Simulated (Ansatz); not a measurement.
# FGaH₄O₂Si: one species, many methods

An exercise on one series of results from a longer session: the logs are not shown, and one member is left open.

Program: Ansatz 0.2.0, Gaussian basis. Level of theory: functionals in def2-TZVPP, the program's frozen cores in correlated methods. These are calculated values, not measurements.

The runs, in order: LDA (SPW92), PBE-D4, revPBE-D4, BLYP-D4, r2SCAN-D4, B97M-V, PBE0-D4, B3LYP-D4, r2SCANh-D4, r2SCAN0-D4, HSE06-D4, BHLYP-D4, CAM-B3LYP-D4, LC-ωPBE, ωB97X-V, ωB97M-V, B2PLYP, PBE-QIDH; CCSD(T)/def2-SVP; CCSD(T)/def2-TZVPP; MP2/def2-QZVPP; extrapolation to the limit; RPA on PBE.

## Structure used throughout

The geometry comes from an earlier relaxation with PBE0-D4 in a triple-zeta def2 set; it is a stationary point, not always the lowest conformer.

SMILES `[OH][Ga]([F])[O][SiH3]`, 9 atoms, charge 0, spin multiplicity 1.

Atoms are counted from 1 here; the program's logs count them from 0.

Bond lengths: O1–Ga2 1.760 Å, O1–H6 0.961 Å, Ga2–F3 1.748 Å, Ga2–O4 1.750 Å, O4–Si5 1.640 Å, Si5–H7 1.487 Å, Si5–H8 1.484 Å, Si5–H9 1.487 Å. Angles: Ga2–O1–H6 112.7°, O1–Ga2–F3 119.5°, O1–Ga2–O4 121.7°, F3–Ga2–O4 118.8°, Ga2–O4–Si5 138.3°, O4–Si5–H7 110.8°, O4–Si5–H8 107.8°, O4–Si5–H9 110.7°, H7–Si5–H8 109.4°, H7–Si5–H9 108.7°, H8–Si5–H9 109.4°.

Set-up of the first run:

in.yaml

```yaml
crystal:
  periodic: [false, false, false]
  atoms:
    - {symbol: O, position_ang: [-2.341531, 1.494996, 0.865505]}
    - {symbol: Ga, position_ang: [-0.692072, 1.008883, 0.490694]}
    - {symbol: F, position_ang: [0.625127, 2.110476, 0.816806]}
    - {symbol: O, position_ang: [-0.330131, -0.555900, -0.203785]}
    - {symbol: Si, position_ang: [0.985467, -1.406460, -0.688801]}
    - {symbol: H, position_ang: [-2.391487, 2.377690, 1.241328]}
    - {symbol: H, position_ang: [1.721072, -0.677734, -1.756470]}
    - {symbol: H, position_ang: [0.513484, -2.710035, -1.217402]}
    - {symbol: H, position_ang: [1.910091, -1.641927, 0.452135]}
basis:
  gaussian: {orbitals: def2-TZVPP}
hamiltonian: {xc: lda}
output: {orbitals: {seedname: orbitals}}
```

The run is started by

```sh
$ ansatz run in.yaml --threads 4 --pin off --events-out ev --progress --plain --max-ram 10444MiB
```

Steps of the session up to this table: LDA; PBE-D4 (GGA); revPBE-D4 (GGA); BLYP-D4 (GGA); r2SCAN-D4 (meta-GGA); B97M-V (meta-GGA); PBE0-D4 (hybrid); B3LYP-D4 (hybrid); r2SCANh-D4 (hybrid); r2SCAN0-D4 (hybrid); HSE06-D4 (hybrid); BHLYP-D4 (hybrid); CAM-B3LYP-D4 (range-separated); LC-ωPBE (range-separated); ωB97X-V (range-separated); ωB97M-V (range-separated); B2PLYP (double hybrid); PBE-QIDH (double hybrid).

One of the session's tables, all rows but one given; the rest of the session is left out.

It belongs to the step «Frontier levels by functional». 

| functional | HOMO (eV) | LUMO (eV) | gap (eV) |
| --- | --- | --- | --- |
| LDA (SPW92) | -7.59 | -2.79 | 4.80 |
| PBE-D4 | -7.47 | -2.48 | 5.00 |
| revPBE-D4 | -7.42 | -2.32 | 5.10 |
| BLYP-D4 | -7.40 | -2.47 | 4.92 |
| r2SCAN-D4 | -7.84 | -2.13 | 5.71 |
| B97M-V | -7.92 | -2.39 | 5.53 |
| PBE0-D4 | -8.94 | -1.50 | 7.44 |
| B3LYP-D4 | -8.73 | -1.87 | 6.86 |
| r2SCANh-D4 | -8.38 | -1.79 | 6.59 |
| r2SCAN0-D4 | -9.18 | -1.30 | 7.89 |
| HSE06-D4 | -8.53 | -1.87 | 6.66 |
| BHLYP-D4 | ? | ? | ? |
| CAM-B3LYP-D4 | -10.39 | -0.60 | 9.79 |
| LC-ωPBE | -11.74 | 0.81 | 12.55 |
| ωB97X-V | -11.40 | 0.58 | 11.98 |
| ωB97M-V | -11.24 | 0.32 | 11.57 |

**Question.** Estimate the row for BHLYP-D4.

Worked estimate for «HOMO (eV)». Against the share of exact exchange, BLYP-D4 (0, -7.40), B3LYP-D4 (0.2, -8.73) give a slope of -6.65 per unit share; at 0.5 the line stands at -10.72.

As computed: HOMO (eV): -10.34; LUMO (eV): -0.67; gap (eV): 9.67. In «HOMO (eV)» the line misses by -0.38.
